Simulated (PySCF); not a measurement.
# CH₃Te−: NMR shieldings, spin-spin couplings, relativistic core levels, part 2 of 2

PySCF 2.14.0. Atoms count from 0. Earlier steps stand in the parts before.

## (5) NMR shieldings: PBE/pcJ-1 Te:dyall-v2z, non-relativistic

What the job is given:

```
{"job": {"kind": "hnmr", "xc": "PBE", "basis": {"default": "pcJ-1", "Te": "dyall-v2z"}, "rel": "nr"}, "charge": -1, "multiplicity": 1}
C     -0.178803    -0.004853    -0.006049
Te     1.958213     0.057756     0.025688
H     -0.601098    -0.155386     0.994010
H     -0.611961     0.923478    -0.395471
H     -0.557728    -0.818143    -0.635364
```

With the program's defaults for keys left out, this is: PBE/pcJ-1 Te:dyall-v2z GIAO NMR shielding, non-relativistic, Gaussian nuclei, gas phase.

What it wrote:

```text
non-relativistic SCF
coarse grid: 20624 points
cycle   1  E = -6653.3421660965  dE = -2.183e+02  |g| = 9.115e+00  |ddm| = 2.922e+00
cycle   2  E = -6653.3700553582  dE = -2.789e-02  |g| = 2.598e+00  |ddm| = 1.472e+00
cycle   3  E = -6653.2382589696  dE =  1.318e-01  |g| = 1.587e+00  |ddm| = 1.838e+00
cycle   4  E = -6653.4875011222  dE = -2.492e-01  |g| = 6.651e-01  |ddm| = 1.829e+00
cycle   5  E = -6653.6185036493  dE = -1.310e-01  |g| = 1.199e-01  |ddm| = 8.671e-01
cycle   6  E = -6653.6223618083  dE = -3.858e-03  |g| = 3.501e-02  |ddm| = 1.677e-01
cycle   7  E = -6653.6225106690  dE = -1.489e-04  |g| = 5.305e-03  |ddm| = 4.752e-02
cycle   8  E = -6653.6225195311  dE = -8.862e-06  |g| = 7.365e-04  |ddm| = 1.217e-02
final grid: 41368 points
cycle   9  E = -6653.6227369651  dE =  1.411e-07  |g| = 1.166e-03  |ddm| = 3.968e-03
cycle  10  E = -6653.6227360931  dE =  8.720e-07  |g| = 2.057e-03  |ddm| = 5.262e-03
cycle  11  E = -6653.6227373518  dE = -1.259e-06  |g| = 3.285e-04  |ddm| = 3.030e-03
cycle  12  E = -6653.6227373767  dE = -2.497e-08  |g| = 1.292e-04  |ddm| = 4.932e-04
cycle  13  E = -6653.6227373794  dE = -2.619e-09  |g| = 3.552e-05  |ddm| = 1.266e-04
converged SCF energy = -6653.6227373794
check of the scalar solution
cycle   1  E = -6653.6227373793  dE = -6.654e+03  |FDS-SDF| = 3.552e-05
cycle   2  E = -6653.6227373786  dE =  7.576e-10  |FDS-SDF| = 5.753e-05
converged, E = -6653.6227373786

Field gradients (au) and densities at the nuclei (bohr^-3)
atom        Vxx        Vyy        Vzz        centre      nuclear mean
  0 C     -0.0236    -0.0238     0.0474        125.490        125.487
  1 Te    -4.2682    -4.2684     8.5366      98283.967      97933.759
  2 H     -0.1488    -0.1555     0.3044          0.486          0.486
  3 H     -0.1488    -0.1555     0.3044          0.486          0.486
  4 H     -0.1489    -0.1556     0.3044          0.486          0.486

Core orbital energies (eV)
atom   shell        mean    spread
  1 Te 1s       -30386.539   0.000
  1 Te 2s        -4540.064   0.000
  1 Te 3s         -894.295   0.000
  1 Te 4s         -143.594   0.000
  1 Te 2p        -4259.798   0.055
  1 Te 3p         -777.173   0.148
  1 Te 4p         -103.286   0.388
  1 Te 3d         -559.635   0.130
  1 Te 4d          -35.239   0.454

Shielding tensors (ppm)
atom      isotropic    diamagn.    paramagn.     s11        s22        s33       span
  0 C       191.80      247.02      -55.22     191.04     191.06     193.29       2.25
  1 Te     3447.98     5366.87    -1918.89    2544.31    2544.39    5255.25    2710.94
  2 H        30.84       30.44        0.40      22.33      28.65      41.53      19.20
  3 H        30.84       30.44        0.40      22.34      28.65      41.53      19.19
  4 H        30.84       30.44        0.40      22.34      28.65      41.53      19.19
```

Wall time 3.5 s (1 thread of Intel Xeon 6975P-C, shared host); peak memory 0.66 GiB.

## (6) Spin-spin couplings: PBE/pcJ-1 Te:dyall-v2z, non-relativistic

What the job is given:

```
{"job": {"kind": "hj", "xc": "PBE", "basis": {"default": "pcJ-1", "Te": "dyall-v2z"}, "rel": "nr", "atoms": [1]}, "charge": -1, "multiplicity": 1}
C     -0.178803    -0.004853    -0.006049
Te     1.958213     0.057756     0.025688
H     -0.601098    -0.155386     0.994010
H     -0.611961     0.923478    -0.395471
H     -0.557728    -0.818143    -0.635364
```

With the program's defaults for keys left out, this is: PBE/pcJ-1 Te:dyall-v2z indirect spin-spin coupling, non-relativistic, Gaussian nuclei, gas phase.

What it wrote:

```text
non-relativistic SCF
coarse grid: 20624 points
cycle   1  E = -6653.3421660965  dE = -2.183e+02  |g| = 9.115e+00  |ddm| = 2.922e+00
cycle   2  E = -6653.3700553582  dE = -2.789e-02  |g| = 2.598e+00  |ddm| = 1.472e+00
cycle   3  E = -6653.2382589696  dE =  1.318e-01  |g| = 1.587e+00  |ddm| = 1.838e+00
cycle   4  E = -6653.4875011222  dE = -2.492e-01  |g| = 6.651e-01  |ddm| = 1.829e+00
cycle   5  E = -6653.6185036493  dE = -1.310e-01  |g| = 1.199e-01  |ddm| = 8.671e-01
cycle   6  E = -6653.6223618083  dE = -3.858e-03  |g| = 3.501e-02  |ddm| = 1.677e-01
cycle   7  E = -6653.6225106690  dE = -1.489e-04  |g| = 5.305e-03  |ddm| = 4.752e-02
cycle   8  E = -6653.6225195311  dE = -8.862e-06  |g| = 7.365e-04  |ddm| = 1.217e-02
final grid: 41368 points
cycle   9  E = -6653.6227369651  dE =  1.411e-07  |g| = 1.166e-03  |ddm| = 3.968e-03
cycle  10  E = -6653.6227360931  dE =  8.720e-07  |g| = 2.057e-03  |ddm| = 5.262e-03
cycle  11  E = -6653.6227373518  dE = -1.259e-06  |g| = 3.285e-04  |ddm| = 3.030e-03
cycle  12  E = -6653.6227373767  dE = -2.497e-08  |g| = 1.292e-04  |ddm| = 4.932e-04
cycle  13  E = -6653.6227373794  dE = -2.619e-09  |g| = 3.552e-05  |ddm| = 1.266e-04
converged SCF energy = -6653.6227373794
two-component SCF
cycle   1  E = -6653.6227373794  dE = -6.654e+03  |FDS-SDF| = 3.552e-05
cycle   2  E = -6653.6227373786  dE =  7.421e-10  |FDS-SDF| = 5.753e-05
converged, E = -6653.6227373786

Indirect spin-spin couplings
  i        j     bonds      J/Hz   K/1e19 T2/J   anisotropy/Hz
  1 125Te   0  13C    1      282.35     -293.78      -282.3
  1 125Te   2   1H    2      -20.48        5.36        42.6
  1 125Te   3   1H    2      -20.47        5.36        42.6
  1 125Te   4   1H    2      -20.47        5.36        42.6
```

Run time: 3.4 s. Hardware: 1 thread of Intel Xeon 6975P-C, shared host; peak memory 0.53 GiB.

## (7) NMR shieldings: PBE/pcJ-1 Te:dyall-v2z, spin-free

What the job is given:

```
{"job": {"kind": "hnmr", "xc": "PBE", "basis": {"default": "pcJ-1", "Te": "dyall-v2z"}, "rel": "sf"}, "charge": -1, "multiplicity": 1}
C     -0.178803    -0.004853    -0.006049
Te     1.958213     0.057756     0.025688
H     -0.601098    -0.155386     0.994010
H     -0.611961     0.923478    -0.395471
H     -0.557728    -0.818143    -0.635364
```

Level: PBE/pcJ-1 Te:dyall-v2z GIAO NMR shielding, spin-free X2C, Gaussian nuclei, gas phase.

What it wrote:

```text
spin-free SCF
coarse grid: 20624 points
cycle   1  E = -6833.2125437483  dE = -3.411e-01  |g| = 5.104e-01  |ddm| = 1.947e+00
cycle   2  E = -6833.1447542449  dE =  6.779e-02  |g| = 7.575e-01  |ddm| = 1.830e+00
cycle   3  E = -6833.2810917549  dE = -1.363e-01  |g| = 1.358e-01  |ddm| = 9.038e-01
cycle   4  E = -6833.2849539429  dE = -3.862e-03  |g| = 1.030e-01  |ddm| = 3.653e-01
cycle   5  E = -6833.2873415150  dE = -2.388e-03  |g| = 1.407e-02  |ddm| = 1.136e-01
cycle   6  E = -6833.2873822451  dE = -4.073e-05  |g| = 1.703e-03  |ddm| = 2.152e-02
cycle   7  E = -6833.2873832166  dE = -9.715e-07  |g| = 6.354e-04  |ddm| = 4.096e-03
final grid: 41368 points
cycle   8  E = -6833.2882833832  dE = -5.805e-06  |g| = 4.836e-03  |ddm| = 1.856e-03
cycle   9  E = -6833.2882833638  dE =  1.939e-08  |g| = 8.094e-04  |ddm| = 1.942e-03
cycle  10  E = -6833.2882833249  dE =  3.883e-08  |g| = 9.213e-04  |ddm| = 2.129e-03
cycle  11  E = -6833.2882834815  dE = -1.566e-07  |g| = 2.306e-04  |ddm| = 1.205e-03
cycle  12  E = -6833.2882834952  dE = -1.368e-08  |g| = 2.503e-05  |ddm| = 2.091e-04
cycle  13  E = -6833.2882834954  dE = -1.528e-10  |g| = 1.461e-06  |ddm| = 3.851e-05
converged SCF energy = -6833.2882834954
check of the scalar solution
cycle   1  E = -6833.2882834954  dE = -6.833e+03  |FDS-SDF| = 1.461e-06
cycle   2  E = -6833.2882834954  dE = -5.457e-12  |FDS-SDF| = 2.243e-06
converged, E = -6833.2882834954

Field gradients (au) and densities at the nuclei (bohr^-3)
atom        Vxx        Vyy        Vzz        centre      nuclear mean
  0 C     -0.0238    -0.0240     0.0478        126.075        126.072
  1 Te    -5.0055    -5.0057    10.0112     224969.468     218146.138
  2 H     -0.1487    -0.1560     0.3046          0.486          0.486
  3 H     -0.1487    -0.1560     0.3047          0.486          0.486
  4 H     -0.1487    -0.1560     0.3047          0.486          0.486
without picture change
  1 Te                          10.8650                    486158.118

Core orbital energies (eV)
atom   shell        mean    spread
  1 Te 1s       -31557.709   0.000
  1 Te 2s        -4832.520   0.000
  1 Te 3s         -955.063   0.000
  1 Te 4s         -155.606   0.000
  1 Te 2p        -4340.496   0.057
  1 Te 3p         -794.726   0.152
  1 Te 4p         -105.845   0.398
  1 Te 3d         -550.747   0.136
  1 Te 4d          -33.120   0.482

Shielding tensors (ppm)
atom      isotropic    diamagn.    paramagn.     s11        s22        s33       span
  0 C       189.53      246.99      -57.47     187.81     187.84     192.93       5.12
  1 Te     3357.33     5418.60    -2061.27    2316.47    2316.55    5438.97    3122.51
  2 H        30.82       30.43        0.38      22.48      28.66      41.31      18.83
  3 H        30.82       30.44        0.38      22.48      28.66      41.31      18.83
  4 H        30.82       30.44        0.39      22.49      28.66      41.31      18.82
```

Wall time 4.3 s (1 thread of Intel Xeon 6975P-C, shared host); peak memory 0.66 GiB.

## (8) Spin-spin couplings: PBE/pcJ-1 Te:dyall-v2z, spin-free

What the job is given:

```
{"job": {"kind": "hj", "xc": "PBE", "basis": {"default": "pcJ-1", "Te": "dyall-v2z"}, "rel": "sf", "atoms": [1]}, "charge": -1, "multiplicity": 1}
C     -0.178803    -0.004853    -0.006049
Te     1.958213     0.057756     0.025688
H     -0.601098    -0.155386     0.994010
H     -0.611961     0.923478    -0.395471
H     -0.557728    -0.818143    -0.635364
```

Level: PBE/pcJ-1 Te:dyall-v2z indirect spin-spin coupling, X2C without spin-orbit coupling, Gaussian nuclei, gas phase.

What it wrote:

```text
spin-free SCF
coarse grid: 20624 points
cycle   1  E = -6833.2125437483  dE = -3.411e-01  |g| = 5.104e-01  |ddm| = 1.947e+00
cycle   2  E = -6833.1447542449  dE =  6.779e-02  |g| = 7.575e-01  |ddm| = 1.830e+00
cycle   3  E = -6833.2810917549  dE = -1.363e-01  |g| = 1.358e-01  |ddm| = 9.038e-01
cycle   4  E = -6833.2849539429  dE = -3.862e-03  |g| = 1.030e-01  |ddm| = 3.653e-01
cycle   5  E = -6833.2873415150  dE = -2.388e-03  |g| = 1.407e-02  |ddm| = 1.136e-01
cycle   6  E = -6833.2873822451  dE = -4.073e-05  |g| = 1.703e-03  |ddm| = 2.152e-02
cycle   7  E = -6833.2873832166  dE = -9.715e-07  |g| = 6.354e-04  |ddm| = 4.096e-03
final grid: 41368 points
cycle   8  E = -6833.2882833832  dE = -5.805e-06  |g| = 4.836e-03  |ddm| = 1.856e-03
cycle   9  E = -6833.2882833638  dE =  1.939e-08  |g| = 8.094e-04  |ddm| = 1.942e-03
cycle  10  E = -6833.2882833249  dE =  3.883e-08  |g| = 9.213e-04  |ddm| = 2.129e-03
cycle  11  E = -6833.2882834815  dE = -1.566e-07  |g| = 2.306e-04  |ddm| = 1.205e-03
cycle  12  E = -6833.2882834952  dE = -1.368e-08  |g| = 2.503e-05  |ddm| = 2.091e-04
cycle  13  E = -6833.2882834954  dE = -1.528e-10  |g| = 1.461e-06  |ddm| = 3.851e-05
converged SCF energy = -6833.2882834954
two-component SCF
cycle   1  E = -6833.2882834960  dE = -6.833e+03  |FDS-SDF| = 1.461e-06
cycle   2  E = -6833.2882834960  dE =  6.366e-12  |FDS-SDF| = 2.244e-06
converged, E = -6833.2882834960

Indirect spin-spin couplings
  i        j     bonds      J/Hz   K/1e19 T2/J   anisotropy/Hz
  1 125Te   0  13C    1      411.17     -427.81      -291.6
  1 125Te   2   1H    2      -29.68        7.77        47.9
  1 125Te   3   1H    2      -29.68        7.77        48.0
  1 125Te   4   1H    2      -29.66        7.76        48.0
```

It took 6.1 s on 1 thread of Intel Xeon 6975P-C, shared host; peak memory 0.53 GiB.

## (9) Shieldings side by side

```csv
run,Te1,C0,H3,H4,H2,time
"step 2, PBE/pcJ-1 Te:dyall-v2z, spin–orbit",4631.5,261.7,30.2,30.2,30.2,12 s
"step 5, PBE/pcJ-1 Te:dyall-v2z, non-relativistic",3448.0,191.8,30.8,30.8,30.8,3.5 s
"step 7, PBE/pcJ-1 Te:dyall-v2z, spin-free",3357.3,189.5,30.8,30.8,30.8,4.3 s
```

## (10) Results

This closing draws on all 2 parts.

| quantity | value |
| --- | --- |
| energy from spin-orbit coupling (step 2, PBE/pcJ-1 Te:dyall-v2z, spin–orbit) | -1.0893 Eh |
| shieldings (step 2, PBE/pcJ-1 Te:dyall-v2z, spin–orbit) | C0 261.7, Te1 4631.5, H2 30.2, H3 30.2, H4 30.2 ppm |
| energy from spin-orbit coupling (step 3, PBE/pcJ-1 Te:dyall-v2z, spin–orbit) | -1.0893 Eh |
| largest reduced coupling (step 3, PBE/pcJ-1 Te:dyall-v2z, spin–orbit) | Te1–C0: J = 328.3 Hz, K = -342·10¹⁹ T²/J |
| Te1 3d5/2 binding energy (step 4, PBE/pcJ-1 Te:dyall-v2z, spin–orbit) | 568.3 eV, 3d3/2 578.8 eV |
| Te1 4d5/2 binding energy (step 4, PBE/pcJ-1 Te:dyall-v2z, spin–orbit) | 39.4 eV, 4d3/2 40.9 eV |
| energy from spin-orbit coupling (step 4, PBE/pcJ-1 Te:dyall-v2z, spin–orbit) | -1.0893 Eh |
| shieldings (step 5, PBE/pcJ-1 Te:dyall-v2z, non-relativistic) | C0 191.8, Te1 3448.0, H2 30.8, H3 30.8, H4 30.8 ppm |
| largest reduced coupling (step 6, PBE/pcJ-1 Te:dyall-v2z, non-relativistic) | Te1–C0: J = 282.4 Hz, K = -294·10¹⁹ T²/J |
| shieldings (step 7, PBE/pcJ-1 Te:dyall-v2z, spin-free) | C0 189.5, Te1 3357.3, H2 30.8, H3 30.8, H4 30.8 ppm |
| largest reduced coupling (step 8, PBE/pcJ-1 Te:dyall-v2z, spin-free) | Te1–C0: J = 411.2 Hz, K = -428·10¹⁹ T²/J |

In steps 2, 3, 4, 5, 6, 7, 8 the highest level lies above zero, so the outer electrons are held by the basis. In step 2, Te1 has the widest tensor, 2282 ppm. Couplings to heavy atoms from non-relativistic runs lack large relativistic terms. Te1 moves most between the runs, by 1274 ppm; the labels say what changes from run to run.
